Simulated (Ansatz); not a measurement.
# SiGe7: the cost of one run

Method: DFT PBE, scalar-relativistic, plane waves, PAW, unless a step names another level, in Ansatz 0.2.0.

1 further run of the same task is left out (it didn't finish).

### 1 The system as given

It takes space group P-4m2 (No. 115, tetragonal). Conventional cell: a = 4.045 Å, b = 4.045 Å, c = 11.436 Å, α = 90.00°, β = 90.00°, γ = 90.00°. Si (site symmetry -4m2) has 4 Ge at 2.45 Å as nearest neighbours. Ge (site symmetry 2mm) is surrounded by 2 Si at 2.45 Å and 2 Ge at 2.49 Å. Around Ge (site symmetry 2mm) lie 4 Ge at 2.49 Å. Around Ge (site symmetry -4m2) lie 4 Ge at 2.49 Å.

Structure file:

```cif
data_structure
_symmetry_space_group_name_H-M 'P-4m2'
_symmetry_Int_Tables_number 115
_cell_length_a 4.0450
_cell_length_b 4.0450
_cell_length_c 11.4356
_cell_angle_alpha 90.000
_cell_angle_beta 90.000
_cell_angle_gamma 90.000
_cell_volume 187.11
loop_
_atom_site_label
_atom_site_type_symbol
_atom_site_symmetry_multiplicity
_atom_site_Wyckoff_symbol
_atom_site_fract_x
_atom_site_fract_y
_atom_site_fract_z
_atom_site_occupancy
Si1 Si 1 a 0.00000 0.00000 0.00000 1
Ge1 Ge 2 g 0.00000 0.50000 0.87968 1
Ge2 Ge 2 f 0.50000 0.50000 0.75280 1
Ge3 Ge 2 g 0.50000 0.00000 0.62647 1
Ge4 Ge 1 d 0.00000 0.00000 0.50000 1
```

It came out lowest among 26 distinct ends of the trial cells. At a tolerance of 0.05 Å it has space group P-4m2 (No. 115).

### 2 Relaxing to 0.001 eV/Å, on the response runs' mesh and smearing

input.yaml

```yaml
crystal:
  lattice:
    - [4.0450014592, 0.0, 0.0]
    - [0.0, 4.0450014592, 0.0]
    - [0.0, 0.0, 11.4356486925]
  atoms:
    - { symbol: Si, position: [0.0, 0.0, 0.0] }
    - { symbol: Ge, position: [0.0, 0.5, 0.8796842731] }
    - { symbol: Ge, position: [0.5, 0.5, 0.7527965851] }
    - { symbol: Ge, position: [0.5, 0.0, 0.6264673009] }
    - { symbol: Ge, position: [0.0, 0.0, 0.5] }
    - { symbol: Ge, position: [0.5, 0.0, 0.1203157269] }
    - { symbol: Ge, position: [0.5, 0.5, 0.2472034149] }
    - { symbol: Ge, position: [0.0, 0.5, 0.3735326991] }
basis:
  ecutwfc: 420
kpoints:
  mp_grid: { grid: [10, 10, 4] }
hamiltonian:
  xc: pbe
scf:
  occupations: { method: gaussian, width: 0.01 }
output:
  forces: true
  stress: true
  eigenvalues: true
relax:
  adjacent_minimum: "off"
  f_tol: 0.001
  max_steps: 60
  cell: { stress_tol: 0.01 }
```

Run with:

```
> ansatz run input.yaml --threads 3 --pin off --max-ram 7680MiB --backend cpu --events-out ev --progress --plain --runs-dir out
```

**Question.** How long does this run take on 3 threads of Intel Xeon Platinum 8259CL at 2.50GHz (Skylake/Cascade Lake), shared host, and how much memory does it need?

About 87 s, with a peak of 0.92 GiB.
